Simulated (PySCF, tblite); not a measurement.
**C₈H₇N₃Si: geometry, infrared bands and NMR shifts**

Wanted: the infrared bands and NMR shifts of C₈H₇N₃Si (`C#Cc1ccc2[nH]nnc2c1[SiH3]`), by calculation.

Computed with tblite 0.8.0 and PySCF 2.14.0, with density-fitted response routines of our own, on a single molecule in the gas phase. Atoms are numbered from 0 throughout.

### Step 1. The molecule as given

19 atoms, charge 0, multiplicity 1; geometry from: force field or distance geometry start.

Bonds of the start (Å): C0–C1 1.22, C1–C2 1.44, C2–C3 1.38, C3–C4 1.38, C4–C5 1.40, C5–N6 1.36, N6–N7 1.34, N7–N8 1.33, N8–C9 1.34, C9–C10 1.38, C10–Si11 1.84, C10–C2 1.39, C9–C5 1.38, C0–H12 1.06, C3–H13 1.09, C4–H14 1.09, N6–H15 1.06, Si11–H16 1.46, Si11–H17 1.47, Si11–H18 1.49.

### Step 2. Optimising the geometry with GFN2-xTB

The job: settings as JSON, then the geometry in Å.

```
{"job": {"kind": "relax", "xc": "GFN2-xTB", "basis": "xTB"}, "charge": 0, "multiplicity": 1}
C      3.561300    -0.654900     0.383300
C      2.353100    -0.648900     0.237700
C      0.919400    -0.655700     0.110400
C      0.189900    -1.830500     0.050200
C     -1.186400    -1.789500    -0.068100
C     -1.856200    -0.563300    -0.164800
N     -3.172800    -0.252500    -0.299700
N     -3.260600     1.085100    -0.324900
N     -2.040600     1.600400    -0.219100
C     -1.137600     0.616800    -0.109600
C      0.236300     0.553800     0.018500
Si     1.219700     2.106400     0.089200
H      4.614200    -0.641400     0.499500
H      0.699900    -2.788900     0.122200
H     -1.748400    -2.724600    -0.110600
H     -3.974200    -0.945900    -0.348500
H      1.986600     2.190500     1.331900
H      0.386100     3.286400    -0.178400
H      2.200700     2.066000    -1.026800
```

Started as:

```console
$ OMP_NUM_THREADS=1 python probes_run.py task.json out
```

This one command runs all jobs of the session in turn.

Standard output:

```text
step      E/eV     max force
  0    -845.75326    2.913
  1    -846.00766    2.744
  2    -846.00685    4.275
  3    -846.13569    0.801
  4    -846.17375    0.727
  5    -846.21471    1.051
  6    -846.23871    0.442
  7    -846.25072    0.229
  8    -846.25816    0.257
  9    -846.26282    0.166
 10    -846.26684    0.165
 11    -846.26978    0.115
 12    -846.27170    0.131
 13    -846.27289    0.075
 14    -846.27373    0.074
 15    -846.27442    0.066
 16    -846.27513    0.067
 17    -846.27594    0.080
 18    -846.27674    0.079
 19    -846.27735    0.051
 20    -846.27781    0.047
 21    -846.27825    0.058
 22    -846.27874    0.075
 23    -846.27926    0.068
 24    -846.27985    0.061
 25    -846.28062    0.073
 26    -846.28166    0.084
 27    -846.28272    0.085
 28    -846.28339    0.053
 29    -846.28373    0.041
 30    -846.28401    0.056
 31    -846.28440    0.068
 32    -846.28480    0.052
 33    -846.28505    0.046
 34    -846.28518    0.044
 35    -846.28528    0.038
 36    -846.28540    0.029
 37    -846.28552    0.022
 38    -846.28559    0.018
 39    -846.28564    0.015
 40    -846.28568    0.014
 41    -846.28571    0.014
 42    -846.28574    0.012
 43    -846.28577    0.013
 44    -846.28581    0.017
 45    -846.28586    0.017
 46    -846.28589    0.014
 47    -846.28593    0.016
 48    -846.28597    0.017
 49    -846.28601    0.016
 50    -846.28604    0.014
 51    -846.28607    0.011
 52    -846.28609    0.012
 53    -846.28610    0.008
```

Wall time 0.88 s (1 thread of Arm Neoverse N1, shared host); peak memory 0.18 GiB.

The steps of the relaxation: (not every step is listed)

| step | energy from step 0 (eV) | largest force (eV/Å) |
| --- | --- | --- |
| 0 | 0.0000 | 2.9132 |
| 1 | -0.2544 | 2.7441 |
| 2 | -0.2536 | 4.2747 |
| 3 | -0.3824 | 0.8009 |
| 4 | -0.4205 | 0.7271 |
| 5 | -0.4615 | 1.0509 |
| 6 | -0.4855 | 0.4424 |
| 7 | -0.4975 | 0.2292 |
| 8 | -0.5049 | 0.2566 |
| 12 | -0.5184 | 0.1309 |
| 16 | -0.5219 | 0.0671 |
| 20 | -0.5246 | 0.0472 |
| 24 | -0.5266 | 0.0608 |
| 28 | -0.5301 | 0.0530 |
| 32 | -0.5315 | 0.0522 |
| 36 | -0.5321 | 0.0293 |
| 40 | -0.5324 | 0.0145 |
| 44 | -0.5326 | 0.0168 |
| 48 | -0.5327 | 0.0170 |
| 49 | -0.5328 | 0.0157 |
| 50 | -0.5328 | 0.0142 |
| 51 | -0.5328 | 0.0110 |
| 52 | -0.5328 | 0.0119 |
| 53 | -0.5328 | 0.0082 |

Close pairs (by a distance rule), those that changed most:

| bond | before (Å) | after (Å) | change (Å) |
| --- | --- | --- | --- |
| N7–N8 | 1.329 | 1.263 | -0.065 |
| N6–H15 | 1.061 | 1.007 | -0.054 |
| C10–Si11 | 1.839 | 1.888 | +0.049 |
| C5–C9 | 1.383 | 1.418 | +0.035 |
| C2–C3 | 1.384 | 1.412 | +0.028 |
| N8–C9 | 1.340 | 1.365 | +0.025 |
| C1–C2 | 1.439 | 1.417 | -0.023 |
| Si11–H18 | 1.486 | 1.466 | -0.021 |

The next job starts from the end point, and lists it.

### Step 3. Infrared spectrum with GFN2-xTB

The job: settings as JSON, then the geometry in Å.

```
{"job": {"kind": "ir", "xc": "GFN2-xTB", "basis": "xTB"}, "charge": 0, "multiplicity": 1}
C      3.503523    -0.782679     0.370555
C      2.312621    -0.695005     0.243900
C      0.904816    -0.627660     0.102164
C      0.187857    -1.843806     0.066124
C     -1.179749    -1.883121    -0.061303
C     -1.823306    -0.654993    -0.155693
N     -3.117356    -0.257242    -0.288894
N     -3.177069     1.083917    -0.333170
N     -2.017935     1.577017    -0.238467
C     -1.106440     0.567796    -0.123547
C      0.282972     0.613983     0.006956
Si     1.221409     2.251596     0.046466
H      4.544801    -0.847197     0.480781
H      0.746323    -2.765284     0.143252
H     -1.724425    -2.814712    -0.086544
H     -3.953429    -0.814836    -0.350502
H      1.922040     2.333919     1.331819
H      0.264254     3.337712    -0.115954
H      2.199289     2.229844    -1.045405
```

Standard output:

```text
mode    cm-1     km/mol
  1      68.3      0.29
  2      77.0      0.64
  3     107.4      0.21
  4     126.4      5.63
  5     152.7      4.06
  6     219.5      1.02
  7     244.7      1.35
  8     333.9      2.82
  9     400.7      7.13
 10     410.7      0.73
 11     424.3      3.43
 12     430.9      3.17
 13     502.7     12.64
 14     544.2      9.92
 15     553.2     34.25
 16     576.1    147.62
 17     599.2      1.17
 18     623.2      0.85
 19     653.3      1.79
 20     670.4     11.85
 21     683.0     22.05
 22     733.1      3.42
 23     752.2      6.09
 24     768.4    231.21
 25     771.3    171.81
 26     785.3    374.41
 27     819.7     18.70
 28     903.8      0.00
 29     917.8      9.04
 30     984.4     23.49
 31    1006.8      7.83
 32    1042.9     47.80
 33    1156.6     15.59
 34    1197.1      4.11
 35    1220.2     64.88
 36    1262.2      5.45
 37    1290.6      3.03
 38    1341.2     40.05
 39    1358.6      2.71
 40    1432.7     91.89
 41    1477.2      8.70
 42    1566.8      4.19
 43    1595.8      7.94
 44    2240.3    362.58
 45    2243.7    213.82
 46    2252.9      1.74
 47    2329.3    216.96
 48    3079.8     16.85
 49    3092.1     48.72
 50    3394.5      4.65
 51    3463.6     21.14
```

Wall time 1.7 s (1 thread of Arm Neoverse N1, shared host); peak memory 0.18 GiB.

The strongest bands and the atoms that carry them (share of the mass-weighted mode):

| cm⁻¹ | km/mol | atoms |
| --- | --- | --- |
| 576 | 147.6 | H15 43 %, N6 17 % |
| 768 | 231.2 | H16 51 %, H17 28 %, H18 15 % |
| 771 | 171.8 | H17 52 %, H18 40 % |
| 785 | 374.4 | H18 41 %, H16 41 %, H17 11 % |
| 1433 | 91.9 | N7 29 %, N8 28 % |
| 2240 | 362.6 | H16 88 % |
| 2244 | 213.8 | H18 88 % |
| 2329 | 217.0 | H17 97 % |

### Step 4. Shielding tensors: PBE0/pcSseg-1

Settings changed since step 3:

```diff
@@ -1,2 +1,2 @@
-{"job": {"kind": "ir", "xc": "GFN2-xTB", "basis": "xTB"}, "charge": 0, "multiplicity": 1}
+{"job": {"kind": "nmr", "xc": "PBE0", "basis": "pcSseg-1"}, "charge": 0, "multiplicity": 1}
 C      3.503523    -0.782679     0.370555
```

Level: GIAO PBE0/pcSseg-1 NMR shielding, non-relativistic, gas phase.

Standard output:

```text
coarse grid: 17840 points
cycle   1  E = -761.8314292888  dE =  2.509e+00  |g| = 5.222e-01  |ddm| = 4.820e+00
cycle   2  E = -761.7479722774  dE =  8.346e-02  |g| = 7.969e-01  |ddm| = 1.543e+00
cycle   3  E = -761.8920538162  dE = -1.441e-01  |g| = 2.048e-01  |ddm| = 9.384e-01
cycle   4  E = -761.9003476050  dE = -8.294e-03  |g| = 6.482e-02  |ddm| = 2.192e-01
cycle   5  E = -761.9011753745  dE = -8.278e-04  |g| = 3.124e-02  |ddm| = 8.980e-02
cycle   6  E = -761.9014093742  dE = -2.340e-04  |g| = 8.802e-03  |ddm| = 3.227e-02
cycle   7  E = -761.9014254608  dE = -1.609e-05  |g| = 3.691e-03  |ddm| = 1.259e-02
cycle   8  E = -761.9014286831  dE = -3.222e-06  |g| = 8.079e-04  |ddm| = 4.388e-03
final grid: 172176 points
cycle   9  E = -761.9678226534  dE = -4.870e-05  |g| = 5.961e-03  |ddm| = 8.353e-02
cycle  10  E = -761.9678240016  dE = -1.348e-06  |g| = 5.549e-03  |ddm| = 1.574e-02
cycle  11  E = -761.9678315629  dE = -7.561e-06  |g| = 1.185e-03  |ddm| = 7.857e-03
cycle  12  E = -761.9678319100  dE = -3.471e-07  |g| = 3.422e-04  |ddm| = 1.617e-03
cycle  13  E = -761.9678319344  dE = -2.440e-08  |g| = 1.550e-04  |ddm| = 4.222e-04
cycle  14  E = -761.9678319399  dE = -5.454e-09  |g| = 5.545e-05  |ddm| = 1.949e-04
cycle  15  E = -761.9678319406  dE = -7.215e-10  |g| = 1.436e-05  |ddm| = 6.433e-05
converged SCF energy = -761.9678319406

GIAO shielding tensors (ppm)
atom      isotropic    diamagn.    paramagn.     s11        s22        s33       span
  0 C       95.813     260.330    -164.517     34.608     49.491    203.341    168.732
  1 C       97.979     247.725    -149.746     -7.196      5.002    296.132    303.328
  2 C       58.258     256.088    -197.830    -44.008     52.924    165.858    209.866
  3 C       49.232     249.030    -199.798    -55.504     37.690    165.510    221.014
  4 C       73.055     254.572    -181.517    -11.942     52.788    178.318    190.260
  5 C       48.818     257.546    -208.728    -23.927     10.196    160.186    184.114
  6 N       33.251     336.184    -302.933   -109.317     99.273    109.798    219.116
  7 N     -149.153     308.534    -457.687   -433.834   -136.016    122.392    556.226
  8 N     -113.945     323.434    -437.380   -360.797   -169.335    188.296    549.093
  9 C       33.368     246.745    -213.377    -23.933     -1.770    125.806    149.739
 10 C       51.153     252.691    -201.538    -33.644      0.317    186.785    220.429
 11 Si     434.085     880.358    -446.273    415.541    429.148    457.565     42.024
 12 H       28.578      34.304      -5.726     23.959     25.189     36.587     12.628
 13 H       23.639      30.409      -6.770     18.931     23.713     28.273      9.342
 14 H       23.895      29.380      -5.485     18.610     25.899     27.176      8.566
 15 H       20.497      33.932     -13.435     15.463     22.467     23.560      8.097
 16 H       26.941      28.265      -1.325     22.895     26.069     31.858      8.963
 17 H       26.134      28.034      -1.900     20.631     25.923     31.848     11.217
 18 H       26.936      28.296      -1.360     22.797     26.251     31.762      8.965
```

Run time: 2.1 min. Hardware: 1 thread of Arm Neoverse N1, shared host; peak memory 1.1 GiB.

Shifts follow as δ = σ(reference) − σ, with reference shieldings (ppm) from runs at the same level and on the same kind of geometry: 1H TMS 31.72, 13C TMS 186.9, 29Si TMS 349.2, 15N NH3 267.7. The references are single molecules in the gas phase, so shifts against H2O, NH3, PH3, H3PO4 or CFCl3 are not on the usual liquid scales and can be off by tens of ppm. Atoms listed in one row are averaged.

| atoms | environment | σ (ppm) | δ (ppm) | δ scaled to CDCl3 |
| --- | --- | --- | --- | --- |
| C9 | ring-fusion aromatic carbon | 33.4 | 153.6 | 148.0 |
| C5 | ring-fusion aromatic carbon | 48.8 | 138.1 | 132.9 |
| C3 | aromatic CH | 49.2 | 137.7 | 132.5 |
| C10 | substituted aromatic carbon | 51.2 | 135.8 | 130.6 |
| C2 | substituted aromatic carbon | 58.3 | 128.7 | 123.7 |
| C4 | aromatic CH | 73.1 | 113.9 | 109.2 |
| C0 | terminal alkyne carbon | 95.8 | 91.1 | 87.0 |
| C1 | alkyne carbon | 98.0 | 88.9 | 84.9 |
| H15 | hydrogen on a pyrrole-type ring nitrogen | 20.50 | 11.22 | – |
| H13 | hydrogen on an aromatic CH | 23.64 | 8.08 | 7.72 |
| H14 | hydrogen on an aromatic CH | 23.89 | 7.82 | 7.48 |
| H16, H17, H18 | hydrogen on a silicon bonded to C | 26.67 | 5.05 | – |
| H12 | hydrogen on a terminal alkyne carbon | 28.58 | 3.14 | 3.06 |
| N7 | pyridine-type nitrogen of an azole | -149.2 | 416.9 | – |
| N8 | pyridine-type nitrogen of an azole | -113.9 | 381.7 | – |
| N6 | pyrrole-type ring nitrogen | 33.3 | 234.5 | – |
| Si11 | silicon bonded to C, 3 H | 434.1 | -84.9 | – |

The scaled column applies a straight-line fit of computed shieldings to shifts measured in CDCl3 (root-mean-square error 0.16 ppm for H, 1.9 ppm for C).

Charges from the same density, by scheme (e):

| atoms | Mulliken | IAO | Hirshfeld | ESP fit |
| --- | --- | --- | --- | --- |
| C0 | -0.36 | -0.23 | -0.10 | -0.42 |
| C1 | 0.41 | -0.03 | -0.04 | -0.03 |
| C2 | -0.29 | -0.02 | 0.00 | 0.35 |
| C3 | 0.03 | -0.13 | -0.04 | -0.30 |
| C4 | 0.00 | -0.18 | -0.06 | -0.24 |
| C5 | 0.27 | 0.05 | 0.03 | -0.18 |
| N6 | -0.37 | -0.16 | -0.02 | 0.08 |
| N7 | 0.01 | -0.06 | -0.06 | -0.30 |
| N8 | -0.29 | -0.18 | -0.12 | -0.30 |
| C9 | 0.06 | 0.05 | 0.01 | 0.80 |
| C10 | -0.24 | -0.26 | -0.08 | -0.66 |
| Si11 | 0.56 | 0.61 | 0.31 | 0.49 |

Mayer bond orders: C0–C1 2.32, C1–C2 1.01, C2–C3 1.36, C3–C4 1.52, C4–C5 1.33, C5–N6 0.96, N6–N7 1.16, N7–N8 1.57, N8–C9 1.25, C9–C10 1.28, C10–Si11 0.86, C10–C2 1.42, C9–C5 1.16.

Ring of atoms C2, C3, C4, C5, C9, C10: NICS(0) -9.5, NICS(1) -11.6, NICS(1)zz -27.8 ppm (means of both faces).

Ring of atoms C5, N6, N7, N8, C9: NICS(0) -12.7, NICS(1) -13.4, NICS(1)zz -33.5 ppm (means of both faces).

The fields below are evaluated on a grid from the run's orbitals.

Frontier orbitals at PBE0/pcSseg-1, with the share of their density that lies nearest to each atom:

| orbital | energy (eV) | lies on |
| --- | --- | --- |
| HOMO | -6.94 | C0 21 %; C2 16 %; C10 13 % |
| LUMO | -1.70 | C10 24 %; N7 16 %; C4 13 % |

ELF in a plane through or near 17 of the atoms.

Ten even steps from '0' (0.00) to '9' (1.00):
```
0000000000000000000000000000
0000000000000000000000000000
0000000000000000000000000000
0000000000007720000000000000
0000000010029980079700000000
0000011343029982499950000000
0007998677305528379700000000
0009999365657728334000000000
0005997185784631796117830000
0000135786655711553769980000
0000001110033284675318840000
0000000001387282341871000000
0000000032118623848667400000
0000000131772203716799800000
0000000012279902993157400000
0000000001899920561000000000
0000000000799940000000000000
0000000000168600000000000000
0000000000000000000000000000
0000000000000000000000000000
```
The map spans 14.0 Å across and 11.7 Å up, centred on the molecule. Atoms in the plane (x, y in Å): C0 (-3.4, 1.3), C1 (-2.2, 1.1), C2 (-0.8, 0.8), C3 (0.1, 1.9), C4 (1.5, 1.7), C5 (1.9, 0.4), N6 (3.1, -0.2), N7 (3.0, -1.6), N8 (1.8, -1.9), C9 (1.0, -0.7), C10 (-0.4, -0.6), Si11 (-1.6, -2.0), H12 (-4.4, 1.6), H13 (-0.3, 2.9), H14 (2.1, 2.5), H15 (4.0, 0.2), H17 (-0.8, -3.3).

On the surface of density 0.002 e/bohr³ the electrostatic potential runs, from the 1st to the 99th percentile, from -1.66 V near N8 to 2.62 V near H15.

### Step 5. What came out

```
                                                              quantity                                                     value
                             strongest single infrared mode (GFN2-xTB)                                      785 cm⁻¹, 374 km/mol
                                          zero-point energy (GFN2-xTB)                                             78.5 kcal/mol
                                13C shifts against TMS (PBE0/pcSseg-1)  153.6, 138.1, 137.7, 135.8, 128.7, 113.9, 91.1, 88.9 ppm
1H shifts against TMS (PBE0/pcSseg-1, means over atoms taken as alike)                         11.22, 8.08, 7.82, 5.05, 3.14 ppm
                                15N shifts against NH3 (PBE0/pcSseg-1)                                   416.9, 381.7, 234.5 ppm
                               29Si shifts against TMS (PBE0/pcSseg-1)                                                 -84.9 ppm
                                 surface potential, 1st and 99th percentile                                        -1.66 V and 2.62 V
```

What this shows: Relaxing lowered the energy by 0.533 eV in 53 steps; the close pair that moved most is N7–N8, from 1.329 to 1.263 Å. All 51 modes are real, so the xTB geometry is a minimum. The strongest single mode, at 785 cm⁻¹, moves mainly H18 and H16. GFN2-xTB is a fitted tight-binding method: band positions and strengths are rough. Its intensities can rank the bands wrongly. NICS(1)zz of -28 ppm above the planar ring from C2 marks a diatropic (aromatic) ring current. NICS(1)zz of -34 ppm above the planar ring from C5 marks a diatropic (aromatic) ring current. By nearest atom (PBE0/pcSseg-1), the HOMO sits on C0 21 %; C2 16 % and the LUMO on C10 24 %; N7 16 %.
